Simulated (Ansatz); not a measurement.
**GaPHCl (triplet): B2PLYP, RPA-PBE over vertical spin and charge gaps, cc-pVDZ**

How well do these functionals follow the top wave-function level for GaPHCl (triplet) over vertical spin and charge gaps?

Method: cc-pVDZ, all electrons in the functionals, frozen cores in the correlation of double hybrids and RPA; program: Ansatz 0.2.0, Gaussian basis.

To be run: B2PLYP, RPA-PBE, at charge 0, triplet; charge 0, singlet; charge 0, quintet; charge 1, doublet; charge 1, quartet.

4 further runs of the same task are left out: 1 for a known fault of the program, 3 set aside as unsound or not needed. Runs told in other sessions of the task aren't counted.

## (1) The geometry

The geometry is a PBE0/def2-TZVP stationary point (not a proven minimum). No spin-orbit coupling is included. The filled d shell of Ga may be among the frozen orbitals whatever the setting's name suggests.

4 atoms, charge 0, spin multiplicity 3.

Atoms are counted from 1 here; the program's logs count them from 0.

Bond lengths: Cl1–Ga2 2.156 Å, Ga2–P3 2.315 Å, Ga2–H4 1.561 Å. Angles: Cl1–Ga2–P3 115.3°, Cl1–Ga2–H4 115.3°, P3–Ga2–H4 129.4°.

No dispersion term is added.

The geometry shown and the zero of energy belong to the point charge 0, triplet. The yardstick, UCCSDT(Q), and other wave-function levels (R restricted, U unrestricted, valence and pair active spaces) come from earlier runs.

## (2) B2PLYP, charge 0, triplet

The input, in.yaml:

```yaml
crystal:
  periodic: [false, false, false]
  atoms:
    - {symbol: Cl, position_ang: [0.000000, -0.627156, 1.777412]}
    - {symbol: Ga, position_ang: [0.000000, 0.566923, -0.017738]}
    - {symbol: P, position_ang: [0.000000, -0.627024, -2.001300]}
    - {symbol: H, position_ang: [0.000000, 2.111491, 0.208287]}
basis:
  gaussian: {orbitals: cc-pVDZ}
magnetization: {spin_polarized: true, initial_magnetization: 2}
hamiltonian: {xc: {name: B2PLYP}}
correlation: {electrons: outside_noble_gas}
```

Launch:

```sh
> ansatz run in.yaml --threads 1 --pin off --events-out ev --progress --plain --max-ram 2560MiB --backend cpu
```

Log:

```text
Functional definition: B2PLYP
  name "B2PLYP"
  cite "Grimme, J. Chem. Phys. 124, 034108 (2006) doi:10.1063/1.2148954"
  cite "Becke, Phys. Rev. A 38, 3098 (1988) doi:10.1103/PhysRevA.38.3098"
  cite "Lee, Yang & Parr, Phys. Rev. B 37, 785 (1988) doi:10.1103/PhysRevB.37.785"
  parameter a = 0.53
  parameter c = 0.27
  exchange = (1 - a)*b88_x + a*exact_x
  correlation = (1 - c)*lyp_c + c*(mp2_os + mp2_ss)
753 factors; integrals over basis functions are off by at most 8.4e-4 eV
mean field evaluation 1: about -74182.8232 eV, gradient 9.9e0 eV
mean field evaluation 2: about -74182.8269 eV, gradient 9.9e0 eV
mean field evaluation 4: about -74183.5498 eV, gradient 8.7e-1 eV
mean field evaluation 8: about -74183.5613 eV, gradient 3.3e-2 eV
mean field evaluation 16: about -74183.5614 eV, gradient 1.1e-4 eV
mean field -74183.56135642 eV, -2726.1955964245 hartree, gradient 5.5e-6 eV, S^2 2.007884; 0 other end points of the search recorded, 0 dependent functions left out
24 core orbitals not correlated: weight in the atoms' cores, before any rotation towards them, 0.971 or more for the frozen orbitals, at most 0.034 for the correlated occupied ones
reference -74183.56150697 eV, -2726.1956019573 hartree; 9, 7 occupied and 35, 37 virtual orbitals, 753 factors
second order -8.98840857 eV of doubles, -0.00000000 eV of singles
Total energy: -74185.98837729 eV, -2726.2847877963 hartree
```

It took 3.2 s on 1 thread of AMD EPYC 7R13, shared host.

From the report: ⟨S²⟩ of the determinant 2.008 (pure triplet: 2.00).

## (3) B2PLYP, charge 0, singlet

in.yaml: that of step 2 with these lines changed.

```diff
@@ -9,3 +9,3 @@
   gaussian: {orbitals: cc-pVDZ}
-magnetization: {spin_polarized: true, initial_magnetization: 2}
+magnetization: {spin_polarized: true, initial_magnetization: 0}
 hamiltonian: {xc: {name: B2PLYP}}
```

Launched as before.

Log (excerpt; [...] marks lines left out):

```text
Functional definition: B2PLYP
  name "B2PLYP"
  cite "Grimme, J. Chem. Phys. 124, 034108 (2006) doi:10.1063/1.2148954"
  cite "Becke, Phys. Rev. A 38, 3098 (1988) doi:10.1103/PhysRevA.38.3098"
  cite "Lee, Yang & Parr, Phys. Rev. B 37, 785 (1988) doi:10.1103/PhysRevB.37.785"
[...]
753 factors; integrals over basis functions are off by at most 8.4e-4 eV
[...]
mean field -74183.23940191 eV, -2726.1837648145 hartree, gradient 3.7e-8 eV, S^2 0.994696; 6 other end points of the search recorded, 0 dependent functions left out
24 core orbitals not correlated: weight in the atoms' cores, before any rotation towards them, 0.971 or more for the frozen orbitals, at most 0.035 for the correlated occupied ones
reference -74183.23955182 eV, -2726.1837703237 hartree; 8, 8 occupied and 36, 36 virtual orbitals, 753 factors
second order -8.93599092 eV of doubles, -0.00000000 eV of singles
Total energy: -74185.65226937 eV, -2726.2724360582 hartree
```

Run time: 17 s. Hardware: 1 thread of AMD EPYC 7R13, shared host; peak memory 0.27 GiB.

From the report: ⟨S²⟩ of the determinant 0.995 (pure singlet: 0.00). The determinant of B2PLYP (⟨S²⟩ 0.99) is far from a pure spin state, so its energy mixes those of several spin states; that is harmless only where they are near-degenerate.

From charge 0, triplet: +32.4 kJ/mol.

## (4) B2PLYP, charge 0, quintet

in.yaml: that of step 3 with these lines changed.

```diff
@@ -9,3 +9,3 @@
   gaussian: {orbitals: cc-pVDZ}
-magnetization: {spin_polarized: true, initial_magnetization: 0}
+magnetization: {spin_polarized: true, initial_magnetization: 4}
 hamiltonian: {xc: {name: B2PLYP}}
```

Launched as before.

Log (excerpt; [...] marks lines left out):

```text
Functional definition: B2PLYP
  name "B2PLYP"
  cite "Grimme, J. Chem. Phys. 124, 034108 (2006) doi:10.1063/1.2148954"
  cite "Becke, Phys. Rev. A 38, 3098 (1988) doi:10.1103/PhysRevA.38.3098"
  cite "Lee, Yang & Parr, Phys. Rev. B 37, 785 (1988) doi:10.1103/PhysRevB.37.785"
[...]
753 factors; integrals over basis functions are off by at most 8.4e-4 eV
[...]
mean field -74179.03784252 eV, -2726.0293603550 hartree, gradient 2.3e-6 eV, S^2 6.005766; 3 other end points of the search recorded, 0 dependent functions left out
24 core orbitals not correlated: weight in the atoms' cores, before any rotation towards them, 0.966 or more for the frozen orbitals, at most 0.039 for the correlated occupied ones
reference -74179.03799006 eV, -2726.0293657767 hartree; 10, 6 occupied and 34, 38 virtual orbitals, 753 factors
second order -8.99833332 eV of doubles, -0.00000000 eV of singles
Total energy: -74181.46754005 eV, -2726.1186500923 hartree
```

It took 7.5 s on 1 thread of AMD EPYC 7R13, shared host; peak memory 0.26 GiB.

From the report: ⟨S²⟩ of the determinant 6.006 (pure quintet: 6.00).

From charge 0, triplet: +436.2 kJ/mol.

## (5) B2PLYP, charge 1, doublet

in.yaml: that of step 4 with these lines changed.

```diff
@@ -9,3 +9,4 @@
   gaussian: {orbitals: cc-pVDZ}
-magnetization: {spin_polarized: true, initial_magnetization: 4}
+total_charge: 1
+magnetization: {spin_polarized: true, initial_magnetization: 1}
 hamiltonian: {xc: {name: B2PLYP}}
```

Same command.

Log (excerpt; [...] marks lines left out):

```text
Functional definition: B2PLYP
  name "B2PLYP"
  cite "Grimme, J. Chem. Phys. 124, 034108 (2006) doi:10.1063/1.2148954"
  cite "Becke, Phys. Rev. A 38, 3098 (1988) doi:10.1103/PhysRevA.38.3098"
  cite "Lee, Yang & Parr, Phys. Rev. B 37, 785 (1988) doi:10.1103/PhysRevB.37.785"
[...]
752 factors; integrals over basis functions are off by at most 8.4e-4 eV
[...]
mean field -74174.01650608 eV, -2725.8448296444 hartree, gradient 1.8e-6 eV, S^2 1.269570; 13 other end points of the search recorded, 0 dependent functions left out
24 core orbitals not correlated: weight in the atoms' cores, before any rotation towards them, 0.984 or more for the frozen orbitals, at most 0.023 for the correlated occupied ones
reference -74174.01665427 eV, -2725.8448350902 hartree; 8, 7 occupied and 36, 37 virtual orbitals, 752 factors
second order -8.58228463 eV of doubles, -0.00000000 eV of singles
Total energy: -74176.33387112 eV, -2725.9299912387 hartree
```

Wall time 30 s (1 thread of AMD EPYC 7R13, shared host); peak memory 0.32 GiB.

From the report: ⟨S²⟩ of the determinant 1.270 (pure doublet: 0.75). The determinant of B2PLYP (⟨S²⟩ 1.27) is far from a pure spin state, so its energy mixes those of several spin states; that is harmless only where they are near-degenerate.

From charge 0, triplet: +931.5 kJ/mol.

## (6) B2PLYP, charge 1, quartet

in.yaml: that of step 5 with these lines changed.

```diff
@@ -10,3 +10,3 @@
 total_charge: 1
-magnetization: {spin_polarized: true, initial_magnetization: 1}
+magnetization: {spin_polarized: true, initial_magnetization: 3}
 hamiltonian: {xc: {name: B2PLYP}}
```

Launched as before.

Log (excerpt; [...] marks lines left out):

```text
Functional definition: B2PLYP
  name "B2PLYP"
  cite "Grimme, J. Chem. Phys. 124, 034108 (2006) doi:10.1063/1.2148954"
  cite "Becke, Phys. Rev. A 38, 3098 (1988) doi:10.1103/PhysRevA.38.3098"
  cite "Lee, Yang & Parr, Phys. Rev. B 37, 785 (1988) doi:10.1103/PhysRevB.37.785"
[...]
752 factors; integrals over basis functions are off by at most 8.4e-4 eV
[...]
mean field -74174.08962687 eV, -2725.8475167837 hartree, gradient 3.6e-6 eV, S^2 3.763905; 2 other end points of the search recorded, 0 dependent functions left out
24 core orbitals not correlated: weight in the atoms' cores, before any rotation towards them, 0.982 or more for the frozen orbitals, at most 0.021 for the correlated occupied ones
reference -74174.08977487 eV, -2725.8475222226 hartree; 9, 6 occupied and 35, 38 virtual orbitals, 752 factors
second order -8.77332581 eV of doubles, -0.00000000 eV of singles
Total energy: -74176.45857284 eV, -2725.9345739422 hartree
```

It took 5.5 s on 1 thread of AMD EPYC 7R13, shared host; peak memory 0.31 GiB.

From the report: ⟨S²⟩ of the determinant 3.764 (pure quartet: 3.75).

From charge 0, triplet: +919.5 kJ/mol.

## (7) RPA-PBE, charge 0, triplet

in.yaml: that of step 6 with these lines changed.

```diff
@@ -9,5 +9,4 @@
   gaussian: {orbitals: cc-pVDZ}
-total_charge: 1
-magnetization: {spin_polarized: true, initial_magnetization: 3}
-hamiltonian: {xc: {name: B2PLYP}}
-correlation: {electrons: outside_noble_gas}
+magnetization: {spin_polarized: true, initial_magnetization: 2}
+hamiltonian: {xc: {name: PBE}}
+correlation: {method: rpa, electrons: outside_noble_gas}
```

Same command.

Log (excerpt; [...] marks lines left out):

```text
Functional definition: PBE
  name "PBE"
  cite "Perdew, Burke & Ernzerhof, Phys. Rev. Lett. 77, 3865 (1996) doi:10.1103/PhysRevLett.77.3865"
  parent pbe
[...]
753 factors; integrals over basis functions are off by at most 8.4e-4 eV
[...]
mean field -74187.40533397 eV, -2726.3368599940 hartree, gradient 5.3e-6 eV, S^2 2.005183; 4 other end points of the search recorded, 0 dependent functions left out
24 core orbitals not correlated: weight in the atoms' cores, before any rotation towards them, 0.861 or more for the frozen orbitals, at most 0.148 for the correlated occupied ones
reference -74125.05371025 eV, -2724.0454800859 hartree; 9, 7 occupied and 35, 37 virtual orbitals, 753 factors
Total energy: -74138.06077673 eV, -2724.5234809622 hartree
```

Wall time 7 s (1 thread of AMD EPYC 7R13, shared host).

From the report: ⟨S²⟩ of the determinant 2.005 (pure triplet: 2.00).

## (8) RPA-PBE, charge 0, singlet

in.yaml: that of step 7 with these lines changed.

```diff
@@ -9,3 +9,3 @@
   gaussian: {orbitals: cc-pVDZ}
-magnetization: {spin_polarized: true, initial_magnetization: 2}
+magnetization: {spin_polarized: true, initial_magnetization: 0}
 hamiltonian: {xc: {name: PBE}}
```

Same command.

Log (excerpt; [...] marks lines left out):

```text
Functional definition: PBE
  name "PBE"
  cite "Perdew, Burke & Ernzerhof, Phys. Rev. Lett. 77, 3865 (1996) doi:10.1103/PhysRevLett.77.3865"
  parent pbe
[...]
753 factors; integrals over basis functions are off by at most 8.4e-4 eV
[...]
mean field -74187.09871653 eV, -2726.3255920109 hartree, gradient 6.1e-8 eV, S^2 0.979663; 16 other end points of the search recorded, 0 dependent functions left out
24 core orbitals not correlated: weight in the atoms' cores, before any rotation towards them, 0.857 or more for the frozen orbitals, at most 0.150 for the correlated occupied ones
reference -74124.53638329 eV, -2724.0264686704 hartree; 8, 8 occupied and 36, 36 virtual orbitals, 753 factors
Total energy: -74137.72560399 eV, -2724.5111635915 hartree
```

Wall time 29 s (1 thread of AMD EPYC 7R13, shared host).

From the report: ⟨S²⟩ of the determinant 0.980 (pure singlet: 0.00). The determinant of RPA-PBE (⟨S²⟩ 0.98) is far from a pure spin state, so its energy mixes those of several spin states; that is harmless only where they are near-degenerate.

From charge 0, triplet: +32.3 kJ/mol.

## (9) RPA-PBE, charge 0, quintet

in.yaml: that of step 8 with these lines changed.

```diff
@@ -9,3 +9,3 @@
   gaussian: {orbitals: cc-pVDZ}
-magnetization: {spin_polarized: true, initial_magnetization: 0}
+magnetization: {spin_polarized: true, initial_magnetization: 4}
 hamiltonian: {xc: {name: PBE}}
```

The command is unchanged.

Log (excerpt; [...] marks lines left out):

```text
Functional definition: PBE
  name "PBE"
  cite "Perdew, Burke & Ernzerhof, Phys. Rev. Lett. 77, 3865 (1996) doi:10.1103/PhysRevLett.77.3865"
  parent pbe
[...]
753 factors; integrals over basis functions are off by at most 8.4e-4 eV
[...]
mean field -74183.26722631 eV, -2726.1847873422 hartree, gradient 6.6e-6 eV, S^2 6.003279; 12 other end points of the search recorded, 0 dependent functions left out
24 core orbitals not correlated: weight in the atoms' cores, before any rotation towards them, 0.725 or more for the frozen orbitals, at most 0.293 for the correlated occupied ones
reference -74120.36620484 eV, -2723.8732174393 hartree; 10, 6 occupied and 34, 38 virtual orbitals, 753 factors
Total energy: -74133.78173427 eV, -2724.3662290523 hartree
```

Run time: 15 s. Hardware: 1 thread of AMD EPYC 7R13, shared host.

From the report: ⟨S²⟩ of the determinant 6.003 (pure quintet: 6.00).

From charge 0, triplet: +412.9 kJ/mol.

## (10) RPA-PBE, charge 1, doublet

in.yaml: that of step 9 with these lines changed.

```diff
@@ -9,3 +9,4 @@
   gaussian: {orbitals: cc-pVDZ}
-magnetization: {spin_polarized: true, initial_magnetization: 4}
+total_charge: 1
+magnetization: {spin_polarized: true, initial_magnetization: 1}
 hamiltonian: {xc: {name: PBE}}
```

The command is unchanged.

Log (excerpt; [...] marks lines left out):

```text
Functional definition: PBE
  name "PBE"
  cite "Perdew, Burke & Ernzerhof, Phys. Rev. Lett. 77, 3865 (1996) doi:10.1103/PhysRevLett.77.3865"
  parent pbe
[...]
752 factors; integrals over basis functions are off by at most 8.4e-4 eV
[...]
mean field -74177.91338142 eV, -2725.9880371716 hartree, gradient 2.7e-6 eV, S^2 1.315893; 13 other end points of the search recorded, 0 dependent functions left out
24 core orbitals not correlated: weight in the atoms' cores, before any rotation towards them, 0.859 or more for the frozen orbitals, at most 0.143 for the correlated occupied ones
reference -74115.12772777 eV, -2723.6807069575 hartree; 8, 7 occupied and 36, 37 virtual orbitals, 752 factors
Total energy: -74128.64266670 eV, -2724.1773718024 hartree
```

It took 28 s on 1 thread of AMD EPYC 7R13, shared host.

From the report: ⟨S²⟩ of the determinant 1.316 (pure doublet: 0.75). The determinant of RPA-PBE (⟨S²⟩ 1.32) is far from a pure spin state, so its energy mixes those of several spin states; that is harmless only where they are near-degenerate.

From charge 0, triplet: +908.7 kJ/mol.

## (11) RPA-PBE, charge 1, quartet

in.yaml: that of step 10 with these lines changed.

```diff
@@ -10,3 +10,3 @@
 total_charge: 1
-magnetization: {spin_polarized: true, initial_magnetization: 1}
+magnetization: {spin_polarized: true, initial_magnetization: 3}
 hamiltonian: {xc: {name: PBE}}
```

The command is unchanged.

Log (excerpt; [...] marks lines left out):

```text
Functional definition: PBE
  name "PBE"
  cite "Perdew, Burke & Ernzerhof, Phys. Rev. Lett. 77, 3865 (1996) doi:10.1103/PhysRevLett.77.3865"
  parent pbe
[...]
752 factors; integrals over basis functions are off by at most 8.4e-4 eV
[...]
mean field -74178.02635335 eV, -2725.9921888136 hartree, gradient 4.8e-6 eV, S^2 3.754959; 5 other end points of the search recorded, 0 dependent functions left out
24 core orbitals not correlated: weight in the atoms' cores, before any rotation towards them, 0.888 or more for the frozen orbitals, at most 0.112 for the correlated occupied ones
reference -74115.65170155 eV, -2723.6999626388 hartree; 9, 6 occupied and 35, 38 virtual orbitals, 752 factors
Total energy: -74128.68079534 eV, -2724.1787730042 hartree
```

It took 8 s on 1 thread of AMD EPYC 7R13, shared host.

From the report: ⟨S²⟩ of the determinant 3.755 (pure quartet: 3.75).

From charge 0, triplet: +905.0 kJ/mol.

## (12) Against the wave-function levels

The yardstick is UCCSDT(Q), where the cluster series has nearly closed. It comes from earlier runs at the same points. Energies in kJ/mol, counted from charge 0, triplet; blanks weren't run or aren't comparable.

```tsv
level	triplet to singlet	triplet to quintet	ionisation to the doublet cation	ionisation to the quartet cation
UCCSDT(Q)		421.8	926.6	897.1
B2PLYP	32.4	436.2	931.5	919.5
RPA-PBE	32.3	412.9	908.7	905.0
```

Largest miss and mean time a point (UCCSDT(Q) took 14 s a point; shared hosts):

```tsv
level	largest miss (kJ/mol)	where	time a point
B2PLYP	+22.4	ionisation to the quartet cation	13 s
RPA-PBE	-17.8	ionisation to the doublet cation	17 s
```

## (13) What came out

| quantity | value |
| --- | --- |
| triplet to quintet, UCCSDT(Q) | 421.8 kJ/mol |
| ionisation to the doublet cation, UCCSDT(Q) | 926.6 kJ/mol |
| ionisation to the quartet cation, UCCSDT(Q) | 897.1 kJ/mol |
| largest miss, B2PLYP | +22.4 kJ/mol (ionisation to the quartet cation) |
| largest miss, RPA-PBE | -17.8 kJ/mol (ionisation to the doublet cation) |

What this shows: Misses are known at 3 of 4 points at best, and only functionals with that many are ranked. Of the functionals, RPA-PBE keep the smallest largest miss at the points compared (at most 17.8 kJ/mol) and B2PLYP strays most (22.4 kJ/mol, at ionisation to the quartet cation). B2PLYP, RPA-PBE clearly break the spin symmetry at some points (⟨S²⟩ up to 0.99 above the pure value), so energy there is bought with a mixed spin. Functionals and the yardstick converge differently with the basis, so part of each miss in cc-pVDZ is the basis. The program flags that the yardstick's amplitudes may have other solutions at some points.
